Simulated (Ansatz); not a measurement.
## Zr3TiCu2, space group P4mm: a breakdown of dispersion, smearing and cutoff terms

Run with Ansatz 0.2.0, Python API.

`terms_zr3ticu2.py`
```python
"""Dispersion, smearing and cutoff parts of the energy of Zr3TiCu2."""

import logging
import sys

import ansatz

logging.basicConfig(stream=sys.stdout, format="%(levelname)s:%(name)s:%(message)s")
logger = logging.getLogger("zr3ticu2")
logger.setLevel(logging.INFO)

K_LENGTH = 20
FILLING = "Marzari-Vanderbilt"

cell = (
    ansatz.Lattice.of([3.154323, 0.0, 0.0], [0.0, 3.154323, 0.0], [0.0, 0.0, 11.011327])
    .atom("Zr", [0.0, 0.0, 0.651451])
    .atom("Zr", [0.0, 0.0, 0.329367])
    .atom("Zr", [0.5, 0.5, 0.852212])
    .atom("Ti", [0.5, 0.5, 0.151583])
    .atom("Cu", [0.0, 0.0, 0.024109])
    .atom("Cu", [0.5, 0.5, 0.491277])
)

calc = (
    cell.calculation()
    .kpoints(length=K_LENGTH)  # the mesh must be finer for metals
    .occupations(FILLING)  # smearing steadies the SCF of a metal
)
with_term = calc.functional("pbesol", dispersion="d4").basis(380).cutoff_correction(530).run().report
without = calc.functional("pbesol").basis(380).run().report
finer = calc.functional("pbesol").basis(530).run().report
removed = ansatz.free_energy_without(with_term, ansatz.EnergyTerm.DISPERSION)
logger.info(f"dispersion term            {with_term['components']['e_disp']:.5f} eV")
logger.info(f"F less dispersion          {removed:.5f} eV, run without it {without['free_energy_ev']:.5f} eV")
logger.info(f"F less smearing term       {ansatz.free_energy_without(without, ansatz.EnergyTerm.SMEARING):.5f} eV")
logger.info(f"estimated gain to 530 eV   {with_term['cutoff_correction']['energy_ev']:.5f} eV, found {finer['free_energy_ev'] - without['free_energy_ev']:.5f} eV")
```

```console
$ python terms_zr3ticu2.py
DeckWarning: basis.ecutwfc = 380 eV is below the records' recommended 420 eV, and the density's cutoff is lower with it unless basis.ecutrho_ratio is high enough to keep the records' density cutoff: compare with a run at a higher cutoff
INFO:zr3ticu2:dispersion term            -0.96476 eV
INFO:zr3ticu2:F less dispersion          -28038.03318 eV, run without it -28038.03318 eV
INFO:zr3ticu2:F less smearing term       -28038.03391 eV
INFO:zr3ticu2:estimated gain to 530 eV   -0.01189 eV, found -0.01187 eV
```
(Warnings from the package without file and line.)

Total energies depend on the potentials; only differences at equal settings carry meaning. A total without «per atom» is that of the whole cell that was run. The cutoff lies under the one recommended for these potentials in some of the runs. No spin polarisation was allowed. Dispersion corrections can be off by several per cent in the lattices of metals, and by several GPa in the pressure at a fixed cell. The mesh is modest for a metal, so energies can be off by several to tens of meV an atom and pressures by half a GPa or more; differences at equal mesh fare better. This cell is a computed structure, which may not be the phase found in nature. Finished in 30 s on 1 thread of Arm Neoverse V2, with other jobs on the host, peak memory 0.49 GiB.
